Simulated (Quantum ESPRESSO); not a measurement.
## Ti3P2: zone-centre phonons under several settings

```
CELL_PARAMETERS angstrom
4.49843 0.00000 0.00000
0.00000 4.49843 0.00000
0.00000 0.00000 4.49843
ATOMIC_POSITIONS crystal
Ti 0.00000 0.50000 0.50000
Ti 0.50000 0.00000 0.50000
Ti 0.50000 0.50000 0.00000
P 0.00000 0.00000 0.00000
P 0.50000 0.50000 0.50000
```

The cell was built by a generator and needn't be a form met in nature.

All runs used Quantum ESPRESSO 7.5; potentials GBRV 1.5 PBE; k mesh 5 × 5 × 5; relaxed cell; no spin polarisation; cutoff 612 eV; occupations cold, width 0.2 eV.

```tsv
level	volume (Å³/atom)	lowest optical mode without the field (cm⁻¹)	highest optical mode without the field (cm⁻¹)
PBE	?	?	?
PBE+D2	18.12	164i	607
PBE+D3(BJ)	17.39	186i	639
rPW86PBE+rVV10	18.52	193i	592
```

Problem. What stands in the row left open?

Solution. Volume 18.19 Å³/atom; lowest optical mode without the field 187i cm⁻¹; highest optical mode without the field 601 cm⁻¹.

Values marked i are imaginary: the cell is unstable against those modes at that level, or the meshes are too thin.

Caveats: the mesh is thin for the phonons of a metal; some modes are imaginary; pairwise dispersion overbinds metals, which lowers pressure and volume (some runs); the potentials were made for another functional, which shifts forces and pressure (some runs); before the sum rule the acoustic modes lie tens of cm⁻¹ from zero, a sign that the density grid also shifts the optical modes (some runs).

For the row left open. Caveat: the mesh is thin for the phonons of a metal; some modes are imaginary.
